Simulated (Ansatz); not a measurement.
**LaSb: a run for elastic constants**

The task is a run for elastic constants on LaSb. The structure is shown as the input types it.

Method: DFT, PBEsol, PAW with Ansatz's default frozen-core files, scalar-relativistic; elastic constants from stresses of strained cells, in Ansatz 0.2.0.

1 further run of the same task is left out (set aside as unsound or not needed).

### 1 The system as given

The structure is cubic, space group Fm-3m (No. 225). The conventional cell has a = 3.415 Å, b = 3.415 Å, c = 3.415 Å, α = 90.00°, β = 90.00°, γ = 90.00°. Around La (site symmetry m-3m) lie 6 Sb at 1.71 Å. Around Sb (site symmetry m-3m) lie 6 La at 1.71 Å.

As a file:

```xyz
2
Lattice="0.0000 1.7074 1.7074 1.7074 0.0000 1.7074 1.7074 1.7074 0.0000" Properties=species:S:1:pos:R:3 pbc="T T T"
La    0.0000    0.0000    0.0000
Sb    1.7074    1.7074    1.7074
```

### 2 Running it

Contents of input.yaml:

```yaml
crystal:
  lattice:
    - [0.0, 1.70741959, 1.70741959]
    - [1.70741959, 0.0, 1.70741959]
    - [1.70741959, 1.70741959, 0.0]
  atoms:
    - { symbol: La, position: [0.0, 0.0, 0.0] }
    - { symbol: Sb, position: [0.5, 0.5, 0.5] }
kpoints:
  mp_grid: { grid: [12, 12, 12] }
scf:
  occupations: { method: fermi_dirac, width: 0.05 }
  max_iter: 50
hamiltonian:
  xc: pbesol
  pseudopotentials: { kind: paw }
elastic:
  mode: clamped_ion
  stencil: two_point
  amplitude: 0.005
```

On the command line:

```bash
$ ansatz run input.yaml --threads 1 --pin off --max-ram 2560MiB --backend cpu --events-out ev --progress --plain --runs-dir out
```

What happens when this is run?

This run ends as converged. It gives a pressure of 5079 GPa, which is large; a structure far from rest gives such values too, whatever the setting.

A unit slip has squeezed all distances to about half. The shortest distance in the input is 1.71 Å, between atoms 1 (La) and 2 (Sb).

Remedy: give the lengths in the unit that the input reads.
